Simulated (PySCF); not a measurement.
# GaSi (quartet) with other numerical set-ups

Which parts of the numerical set-up matter for GaSi (quartet)? Each run edits the base script.

Method: method and basis as typed in the scripts; program: PySCF 2.14.0.

2 further runs of the same task are left out: 2 that didn't finish.

## 1. Starting geometry

GaSi (quartet): 2 atoms, charge 0, spin multiplicity 4.

Bond lengths: Ga1–Si2 2.436 Å.

## 2. The base run

File input.py:

```python
from pyscf import gto, scf, mcscf

mol = gto.M(
    atom='Ga 0 0 0; Si 0 0 2.436',
    basis='6-31g',
    charge=0,
    spin=3,
    verbose=4,
)
mf = scf.ROHF(mol)
mf.kernel()
mc = mcscf.CASCI(mf, 6, 5)
mc.kernel()
mc.analyze()
mf.dip_moment()
print('orbital energies (hartree):', mf.mo_energy[..., max(0, mol.nelec[1]-3):mol.nelec[0]+3].round(4))
```

Command:

```sh
$ OMP_NUM_THREADS=1 python input.py
```

Its log is not repeated here.

It gives: E(SCF) = -2211.771677 Eh, 11 cycles, E(CAS) − E(SCF) = -0.01489 Eh, μ = 2.13 D (of the SCF density).

The bond length is a typed value, not an optimised one. The quartet is typed in the script; nothing here shows that it is the ground state.

## 3. Density fitting cc-pvdz-jkfit

Variant 1 changes density fitting: none → cc-pvdz-jkfit.

File input.py:

```python
from pyscf import gto, scf, mcscf

mol = gto.M(
    atom='Ga 0 0 0; Si 0 0 2.436',
    basis='6-31g',
    charge=0,
    spin=3,
    verbose=4,
)
mf = scf.ROHF(mol)
mf = mf.density_fit(auxbasis='cc-pvdz-jkfit')
mf.kernel()
mc = mcscf.CASCI(mf, 6, 5)
mc.kernel()
mc.analyze()
mf.dip_moment()
print('orbital energies (hartree):', mf.mo_energy[..., max(0, mol.nelec[1]-3):mol.nelec[0]+3].round(4))
```

Command:

```sh
$ OMP_NUM_THREADS=1 python input.py
```

## 4. Pcseg-1

Variant 2 changes basis set: 6-31g → pcseg-1.

input.py: that of step 2 with these lines changed.

```diff
@@ -4,3 +4,3 @@
     atom='Ga 0 0 0; Si 0 0 2.436',
-    basis='6-31g',
+    basis='pcseg-1',
     charge=0,
```

## 5. Spin-free X2C on

Variant 3 changes spin-free X2C: off → on.

input.py: that of step 2 with these lines changed.

```diff
@@ -10,2 +10,3 @@
 mf = scf.ROHF(mol)
+mf = mf.sfx2c1e()
 mf.kernel()
```

## 6. Crenbl (core potential on)

Variant 4 changes basis set: 6-31g → crenbl; core potential: off → on. The core potential changes with it: totals don't compare.

input.py: that of step 2 with these lines changed.

```diff
@@ -4,3 +4,4 @@
     atom='Ga 0 0 0; Si 0 0 2.436',
-    basis='6-31g',
+    basis='crenbl',
+    ecp={'Ga': 'crenbl', 'Si': 'crenbl'},
     charge=0,
```

What does the calculation give? Wanted: for each run, E(SCF); from base; SCF dipole; after the SCF.

The runs gave:

```csv
run,E(SCF) (hartree),from base (eV),cycles,SCF dipole (D),functions,after the SCF
base,-2211.771677,0,11,2.13,40,CASCI correlation -0.405 eV
density fitting cc-pvdz-jkfit,-2211.280417,+13.3679,11,2.13,40,CASCI correlation -0.406 eV
pcseg-1,-2211.839535,-1.8465,11,1.71,45,CASCI correlation -0.438 eV
spin-free X2C on,-2227.376862,-424.6387,11,2.21,40,CASCI correlation -0.394 eV
crenbl (core potential on),-81.233943,not comparable,12,2.32,48,CASCI correlation -0.434 eV
```

Of the runs whose energies can be compared, “spin-free X2C on” moves the SCF energy most (-424.639 eV). pcseg-1 (45 functions) gives an energy 1.85 eV lower than 6-31g (40). Scalar relativity lowers the total energy by 424.64 eV, nearly all of it in the inner shells; a basis contracted without relativity catches only part of it.
